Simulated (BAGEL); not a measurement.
**CH5FGe (SMILES [CH3][GeH2][F]): B3LYP/def2-SVP (density fitting with qzvpp-jkfit)**

Aim: the energy change on altering one bond length of CH5FGe at B3LYP/def2-SVP (density fitting with qzvpp-jkfit), from 2 runs. 

Program for the calculation: BAGEL 1.2.2.

1 further run of the same task is left out (it didn't finish).

## (1) Starting point

CH5FGe has 8 atoms, charge 0, and is taken as a singlet. As SMILES, `[CH3][GeH2][F]`. Geometry: relaxed at PBE0-D4/def2-TZVP.

Bond lengths: C1–Ge2 1.936 Å, Ge2–F3 1.748 Å, C1–H4 1.092 Å, C1–H5 1.090 Å, C1–H6 1.090 Å, Ge2–H7 1.538 Å, Ge2–H8 1.538 Å. Some angles: C1–Ge2–F3 106.4°, C1–Ge2–H7 113.5°, C1–Ge2–H8 113.5°, F3–Ge2–H7 105.5°, F3–Ge2–H8 105.5°, Ge2–C1–H4 110.2°, Ge2–C1–H5 109.9°, Ge2–C1–H6 109.9°, H7–Ge2–H8 111.6°, H4–C1–H5 108.8°.

## (2) A single-point energy at B3LYP/def2-SVP (density fitting with qzvpp-jkfit)

Input file calc.json:

```json
{ "bagel" : [

{
  "title" : "molecule",
  "basis" : "svp",
  "df_basis" : "qzvpp-jkfit",
  "angstrom" : true,
  "geometry" : [
    { "atom" : "C", "xyz" : [   -0.598200,    0.789100,   -0.332100 ] },
    { "atom" : "Ge", "xyz" : [    0.468300,   -0.734500,    0.207400 ] },
    { "atom" : "F", "xyz" : [    1.437000,   -0.203900,    1.562200 ] },
    { "atom" : "H", "xyz" : [   -1.229500,    0.526100,   -1.183100 ] },
    { "atom" : "H", "xyz" : [    0.052600,    1.615500,   -0.619000 ] },
    { "atom" : "H", "xyz" : [   -1.235200,    1.108200,    0.493200 ] },
    { "atom" : "H", "xyz" : [    1.473200,   -1.188800,   -0.864100 ] },
    { "atom" : "H", "xyz" : [   -0.368100,   -1.911600,    0.735600 ] }
  ]
},
{ "title" : "ks", "xc_func" : "b3lyp" },
{ "title" : "print", "file" : "orbitals.molden", "orbitals" : true }

]}
```

Run with:

```
$ BAGEL_NUM_THREADS=1 BAGEL calc.json > calc.out
```

The program printed, shortened:

```text
* using 1 threads per process

  ===============================================================
  ===============================================================

  *** Geometry ***

  { "atom" : "C", "xyz" : [     -1.130434,      1.491183,     -0.627578 ] },
  { "atom" : "Ge", "xyz" : [      0.884959,     -1.388004,      0.391929 ] },
  { "atom" : "F", "xyz" : [      2.715536,     -0.385315,      2.952130 ] },
  { "atom" : "H", "xyz" : [     -2.323418,      0.994185,     -2.235735 ] },
  { "atom" : "H", "xyz" : [      0.099400,      3.052853,     -1.169740 ] },
  { "atom" : "H", "xyz" : [     -2.334190,      2.094194,      0.932013 ] },
  { "atom" : "H", "xyz" : [      2.783945,     -2.246506,     -1.632912 ] },
  { "atom" : "H", "xyz" : [     -0.695608,     -3.612400,      1.390083 ] },

  Number of auxiliary basis functions:      508

  Since a DF basis is specified, we compute 2- and 3-index integrals:
    o Being stored without compression. Storage requirement is 0.029 GB

  Number of basis functions:       85
  Number of electrons      :       52

    * METHOD: MOLECULE                             0.22

  *** Kohn-Sham DFT ***

    * Removing 13229 points whose weight is below 1.00e-10
    * Grid points: 106019

  === Nuclear Repulsion ===
   212.2925571921

       - DIIS with orbital gradients will be used.

  === KS iteration (b3lyp / svp) ===
      0      -2140.49142307          0.08896935           0.35
      1      -1914.19192167          0.23488946           0.33
      2      -2094.30158003          0.10456177           0.33
      3      -2109.71371153          0.20911762           0.34
      4      -2114.27298738          0.18974507           0.33
      5      -2115.06986265          0.18722780           0.33
      6      -2115.90471216          0.18523327           0.33
      7      -2110.93405678          0.19942826           0.33
      8      -2136.08316302          0.12034900           0.34
      9      -2136.69047971          0.21779374           0.35
     10      -2131.66838001          0.19877058           0.34
     11      -2134.82584287          0.21934638           0.34
     12      -2150.31865892          0.33914250           0.34
     13      -2121.14744883          0.19380630           0.34
     14      -2136.34860338          0.12024723           0.34
     15      -2163.86896004          0.31181630           0.34
     16      -2129.44436502          0.18925677           0.34
     17      -2163.07423063          0.30627864           0.34
     18      -2160.21262100          0.30846541           0.34
     19      -2123.96778510          0.18744066           0.34
     20      -2136.14176602          0.11935761           0.34
     21      -2137.35471113          0.25055131           0.34
     22      -2126.95303449          0.17896737           0.34
     23      -2165.90307645          0.30409154           0.34
     24      -2164.54089301          0.30118951           0.34
     25      -2125.92988233          0.19643344           0.34
     26      -2136.59777054          0.12128837           0.34
[... 13 lines of this table left out ...]
     40      -2217.65429622          0.00570879           0.34
     41      -2217.67008252          0.00104529           0.33
     42      -2217.67058537          0.00037141           0.33
     43      -2217.67063361          0.00016502           0.37
     44      -2217.67064347          0.00008043           0.34
     45      -2217.67064650          0.00001442           0.33
     46      -2217.67064657          0.00000311           0.33
     47      -2217.67064657          0.00000069           0.33
     48      -2217.67064657          0.00000018           0.33
     49      -2217.67064657          0.00000011           0.33
     50      -2217.67064657          0.00000002           0.33
     51      -2217.67064657          0.00000002           0.35
     52      -2217.67064657          0.00000000           0.35
    * SCF iteration converged.

    * Permanent dipole moment:
           (    0.628170,    -0.019003,     0.714394) a.u.

    * METHOD: KS                                  18.35

    * METHOD: PRINT                                0.01

  ===============================================================
```

Wall time 19 s (1 thread of Arm Neoverse V2, shared host); peak memory 0.45 GiB.

## (3) The distorted shape at the same level

Input file job.json:

```json
{ "bagel" : [

{
  "title" : "molecule",
  "basis" : "svp",
  "df_basis" : "qzvpp-jkfit",
  "angstrom" : true,
  "geometry" : [
    { "atom" : "C", "xyz" : [      -1.451394,       2.007972,      -0.763697 ] },
    { "atom" : "Ge", "xyz" : [       0.468300,      -0.734500,       0.207400 ] },
    { "atom" : "F", "xyz" : [       1.437000,      -0.203900,       1.562200 ] },
    { "atom" : "H", "xyz" : [      -2.082694,       1.744972,      -1.614697 ] },
    { "atom" : "H", "xyz" : [      -0.800594,       2.834372,      -1.050597 ] },
    { "atom" : "H", "xyz" : [      -2.088394,       2.327072,       0.061603 ] },
    { "atom" : "H", "xyz" : [       1.473200,      -1.188800,      -0.864100 ] },
    { "atom" : "H", "xyz" : [      -0.368100,      -1.911600,       0.735600 ] }
  ]
},

{
  "title" : "ks",
  "xc_func" : "b3lyp"
},

{
  "title" : "print",
  "file" : "orbitals.molden",
  "orbitals" : true
}

]}
```

Run with:

```
$ BAGEL_NUM_THREADS=1 BAGEL job.json > job.out
```

The program printed:

```text
* using 1 threads per process

  ===============================================================
  ===============================================================

  *** Geometry ***

  { "atom" : "C", "xyz" : [     -2.742737,      3.794517,     -1.443178 ] },
  { "atom" : "Ge", "xyz" : [      0.884959,     -1.388004,      0.391929 ] },
  { "atom" : "F", "xyz" : [      2.715536,     -0.385315,      2.952130 ] },
  { "atom" : "H", "xyz" : [     -3.935721,      3.297519,     -3.051335 ] },
  { "atom" : "H", "xyz" : [     -1.512903,      5.356187,     -1.985341 ] },
  { "atom" : "H", "xyz" : [     -3.946493,      4.397529,      0.116413 ] },
  { "atom" : "H", "xyz" : [      2.783945,     -2.246506,     -1.632912 ] },
  { "atom" : "H", "xyz" : [     -0.695608,     -3.612400,      1.390083 ] },

  Number of auxiliary basis functions:      508

  Since a DF basis is specified, we compute 2- and 3-index integrals:
    o Being stored without compression. Storage requirement is 0.029 GB

  Number of basis functions:       85
  Number of electrons      :       52

    * METHOD: MOLECULE                             0.21

  *** Kohn-Sham DFT ***

    * Removing 11206 points whose weight is below 1.00e-10
    * Grid points: 108042

  === Nuclear Repulsion ===
   176.3081352962

       - DIIS with orbital gradients will be used.

  === KS iteration (b3lyp / svp) ===
      0      -2134.46428327          0.08413274           0.34
      1      -1862.16944596          0.18758035           0.34
      2      -2084.55887999          0.10161574           0.33
      3      -2110.10954299          0.15817485           0.34
      4      -2202.91330863          0.09002166           0.34
      5      -2139.04997851          0.15691269           0.34
      6      -2134.05221436          0.20534441           0.34
      7      -2120.34137529          0.18158472           0.34
      8      -2166.98659933          0.18664044           0.33
      9      -2198.14103719          0.07620278           0.33
     10      -2172.24771871          0.12559168           0.33
     11      -2201.36589372          0.07097728           0.34
     12      -2216.90988359          0.02710609           0.34
     13      -2217.15924884          0.02311365           0.34
     14      -2217.49442232          0.00885760           0.34
     15      -2217.41858190          0.01194566           0.34
     16      -2217.53395453          0.00119685           0.34
     17      -2217.53464240          0.00039056           0.34
     18      -2217.53471373          0.00019848           0.35
     19      -2217.53473138          0.00011607           0.34
     20      -2217.53473899          0.00005190           0.34
     21      -2217.53474079          0.00000554           0.34
     22      -2217.53474081          0.00000133           0.35
     23      -2217.53474082          0.00000031           0.35
     24      -2217.53474082          0.00000005           0.35
     25      -2217.53474082          0.00000001           0.34
    * SCF iteration converged.

    * Permanent dipole moment:
           (    0.449389,     0.211692,     0.612964) a.u.

    * METHOD: KS                                   9.26

    * METHOD: PRINT                                0.01

  ===============================================================
```

Wall time 9.9 s (1 thread of Arm Neoverse V2, shared host); peak memory 0.46 GiB.

## (4) Results

Level: B3LYP/def2-SVP (density fitting with qzvpp-jkfit).

| quantity | value |
| --- | --- |
| first shape: total energy | -2217.67065 Eh |
| first shape: dipole moment | 2.42 D |
| first shape: HOMO energy | -8.72 eV |
| first shape: LUMO energy | 0.42 eV |
| first shape: HOMO–LUMO gap | 9.14 eV |
| distorted shape: total energy | -2217.53474 Eh |
| distorted shape: dipole moment | 2.01 D |
| distorted shape: HOMO energy | -6.26 eV |
| distorted shape: LUMO energy | -3.51 eV |
| distorted shape: HOMO–LUMO gap | 2.75 eV |
| energy change with the C1–Ge2 bond stretched from 1.936 to 3.486 Å | 3.698 eV |

**Reading.** One bond (distorted shape) is far stretched, which a spin-restricted single reference describes badly; a broken-symmetry solution may lie lower. With the C1–Ge2 bond stretched from 1.936 to 3.486 Å the energy rises by 3.70 eV (85 kcal/mol). The first shape isn't relaxed at this level, so the change isn't measured from a minimum. A restricted reference can't describe the breaking bond well at this length.
